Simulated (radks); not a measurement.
# Valence configurations of Ce

An exercise on one series of results from a longer session: the logs are not shown, and one member is left open.

Program: radks (a radial shooting solver on a logarithmic mesh, Libxc functionals) version 1. Level of theory: Dirac Kohn-Sham, PBE, spin-unpolarised, spherical densities, point nucleus; open shells fill j = l - 1/2 first. These are calculated values, not measurements, unless marked.

1 further run of the same task is left out (it didn't finish).

**The atom as given**

```
element       : cerium (Z = 58)
charge        : 0
electrons     : 58
configuration : [Xe] 4f1 5d1 6s2
others tried  : 4f1 5d1 6s1 6p1; 4f1 5d2 6s1; 4f1 6s2 6p1; 4f1.5 5d1.5 6s1; 5d1 6s2 6p1; 4f1 5d1 6s1.5 6p0.5; 5d2 6s2; 4f0.5 5d1.5 6s2
```

Set-up of the first run:

Settings of this run:

```text
Z 58
configuration [Xe] 4f1 5d1 6s2
relativity Dirac
functional pbe,pbe
spin unpolarised
j_filling energy
nucleus point
c 137.035999084
```

Steps of the session up to this table: [Xe] 4f1 5d1 6s2.

One table of the session follows, with a row left open; its other results are not shown here.

It belongs to the step «[Xe] 4f1 5d1 6s2». Radial moments (bohr):

```
level    <r>  outermost maximum (interpolated)  90 % within  nodes
5s1/2  1.519                              1.37         2.18      4
5p1/2  1.705                              1.50         2.49      3
5p3/2  1.787                              1.57         2.61      3
4f5/2  1.100                             0.706         1.90      0
4f7/2  1.113                             0.711         1.93      0
6s1/2  4.355                              3.75         6.39      5
5d3/2  2.919                              2.14         4.68      2
5d5/2      ?                                 ?            ?      ?
```

Q: Estimate the row for 5d5/2 from the others.

As computed: <r>: 2.992; outermost maximum (interpolated): 2.18; 90 % within: 4.81; nodes: 2. In the column «<r>» it lies between 5d3/2 (2.919) and 6s1/2 (4.355).
